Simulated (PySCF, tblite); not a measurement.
# C₇H₇ radical: geometry, infrared bands and EPR parameters

Wanted: the infrared bands and EPR parameters of C₇H₇ radical (`Cc1c[c]ccc1`), by calculation.

The runs use tblite 0.8.0 and PySCF 2.14.0, with density-fitted response routines of our own; the level of theory stands in each step. All values are computed, except where a source is named. Atoms are numbered from 0 throughout.

### 1 The molecule as given

14 atoms, charge 0, multiplicity 2; geometry from: force field or distance geometry start.

Bonds of the start (Å): C0–C1 1.51, C1–C2 1.40, C2–C3 1.40, C3–C4 1.39, C4–C5 1.39, C5–C6 1.40, C6–C1 1.40, C0–H7 1.10, C0–H8 1.09, C0–H9 1.09, C2–H10 1.08, C4–H11 1.09, C5–H12 1.09, C6–H13 1.09.

### 2 Optimising the geometry with GFN2-xTB

What the job is given:

```
{"job": {"kind": "relax", "xc": "GFN2-xTB", "basis": "xTB"}, "charge": 0, "multiplicity": 2}
C      2.049400     0.360600     0.259300
C      0.598300     0.005400     0.024500
C      0.243400    -1.334700    -0.187900
C     -1.106200    -1.664800    -0.378800
C     -2.091400    -0.692200    -0.307600
C     -1.742300     0.635700    -0.078300
C     -0.395200     0.983300     0.099500
H      2.286300     0.302700     1.330200
H      2.709900    -0.311500    -0.292700
H      2.241600     1.380400    -0.082900
H      0.981600    -2.117900    -0.231700
H     -3.134800    -0.969400    -0.453600
H     -2.511100     1.404300    -0.015800
H     -0.130200     2.017600     0.293600
```

On the command line:

```sh
$ OMP_NUM_THREADS=1 python probes_run.py task.json out
```

One launch serves the whole session: the jobs run in the order shown.

**Question.** This job is followed by: GFN2-xTB harmonic vibrations, gas phase; UKS B3LYP, pcH-1 on C H, non-relativistic, mean-field spin-orbit, GIAO. What will the session give for the following? strongest single infrared mode (GFN2-xTB); zero-point energy (GFN2-xTB); g(iso) (B3LYP); ⟨S²⟩; largest a(iso) (averaged by class); potential on the surface of density 0.002 e/bohr³, 1st and 99th percentile.

**Answer**, as computed:

| quantity | value |
| --- | --- |
| strongest single infrared mode (GFN2-xTB) | 3064 cm⁻¹, 43 km/mol |
| zero-point energy (GFN2-xTB) | 70.0 kcal/mol |
| g(iso) (B3LYP) | 2.00225 |
| ⟨S²⟩ | 0.757 (exact 0.75) |
| largest a(iso) (averaged by class) | 13C on C3, 393.5 MHz |
| potential on the surface of density 0.002 e/bohr³, 1st and 99th percentile | -0.66 V and 0.88 V |

What this shows: The optimisation took 14 steps and gained 0.103 eV; among the close pairs (by a distance rule), C2–C3 changed most, from 1.402 to 1.361 Å. The lowest mode is imaginary (46i cm⁻¹), so the xTB geometry is not a minimum: the zero-point energy counts the real modes alone, and all values at this geometry belong to a saddle point. The strongest single mode, at 3064 cm⁻¹, moves mainly H10. Unscaled tight-binding wavenumbers are off by several per cent, some by more. Its intensities can rank the bands wrongly. Most of the unpaired spin sits on C3 (1.00 e). The isotropic g lies 0.1 ppt below the free-electron value. The conformer search found further structures of the same energy, which may be mirror or relabelled copies of this one.
